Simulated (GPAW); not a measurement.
MnSi: band structure with r2SCAN

Crystal: MnSi.

```
CELL_PARAMETERS angstrom
4.54800 0.00000 0.00000
0.00000 4.54800 0.00000
0.00000 0.00000 4.54800
ATOMIC_POSITIONS crystal
Mn 0.86200 0.63800 0.36200
Mn 0.63800 0.36200 0.86200
Mn 0.36200 0.86200 0.63800
Mn 0.13800 0.13800 0.13800
Si 0.15400 0.34600 0.65400
Si 0.34600 0.65400 0.15400
Si 0.65400 0.15400 0.34600
Si 0.84600 0.84600 0.84600
```

```
Program             : GPAW 26.7.0
Task                : band structure
Functional          : r2SCAN
Potentials or basis : GPAW PAW data sets (gpaw-data 1.2.1)
Cutoff              : 600 eV
Basis               : pw
k mesh              : 5 × 5 × 5
Occupations         : fermi-dirac, width 0.05 eV
Spin                : collinear spin, ferromagnetic start
Starting moments    : [4.0, 4.0, 4.0, 4.0, 0.0, 0.0, 0.0, 0.0] μB
Maxiter             : 150
Band path           : GXMGRX,MR
Band points         : 100
```

The pressure is 2.7 GPa and the largest force is 0.166 eV/Å. The band gap along the path is none (metal or under the smearing width), the net moment is 8.09 μB per cell and the site moments are Mn +2.23; Si -0.13 μB.

Forces on the atoms (eV/Å):
```
Mn  -0.096  0.096 -0.096
Mn   0.096 -0.096 -0.096
Mn  -0.096 -0.096  0.096
Mn   0.096  0.096  0.096
Si   0.078 -0.078  0.078
Si  -0.078  0.078  0.078
Si   0.078  0.078 -0.078
Si  -0.078 -0.078 -0.078
```

Levels at the corners of the path, in eV from the Fermi level:
Spin up:
```csv
point,band 40,band 41,band 42,band 43,band 44,band 45
Γ,-1.22,-0.19,-0.19,-0.19,2.62,2.62
X,-0.97,-0.70,-0.70,1.10,1.10,1.56
M,-1.48,-0.11,-0.11,0.58,0.58,2.23
Γ,-1.22,-0.19,-0.19,-0.19,2.62,2.62
R,-1.63,-0.34,-0.34,-0.34,-0.34,5.38
X,-0.97,-0.70,-0.70,1.10,1.10,1.56
M,-1.48,-0.11,-0.11,0.58,0.58,2.23
R,-1.63,-0.34,-0.34,-0.34,-0.34,5.38
```
Spin down:
| point | band 30 | band 31 | band 32 | band 33 | band 34 | band 35 | band 36 | band 37 | band 38 | band 39 |
| --- | --- | --- | --- | --- | --- | --- | --- | --- | --- | --- |
| Γ | -1.57 | -1.57 | -1.57 | -1.42 | -1.42 | -1.42 | 1.51 | 1.51 | 1.51 | 1.96 |
| X | -1.66 | -1.56 | -1.56 | -0.82 | -0.82 | 0.30 | 0.30 | 1.48 | 1.48 | 1.80 |
| M | -1.64 | -0.48 | -0.48 | -0.05 | -0.05 | 0.19 | 0.19 | 0.46 | 0.46 | 1.48 |
| Γ | -1.57 | -1.57 | -1.57 | -1.42 | -1.42 | -1.42 | 1.51 | 1.51 | 1.51 | 1.96 |
| R | -1.54 | -1.54 | -1.54 | 0.72 | 0.72 | 0.72 | 0.72 | 1.02 | 1.02 | 1.02 |
| X | -1.66 | -1.56 | -1.56 | -0.82 | -0.82 | 0.30 | 0.30 | 1.48 | 1.48 | 1.80 |
| M | -1.64 | -0.48 | -0.48 | -0.05 | -0.05 | 0.19 | 0.19 | 0.46 | 0.46 | 1.48 |
| R | -1.54 | -1.54 | -1.54 | 0.72 | 0.72 | 0.72 | 0.72 | 1.02 | 1.02 | 1.02 |

Run time: 23 min on 1 thread of Intel(R) Xeon(R) 6975P-C (Granite Rapids), with other jobs on the host, peak memory 1.5 GiB.

Caveat: the PAW data sets were made with another functional, which shifts forces and pressure a little.
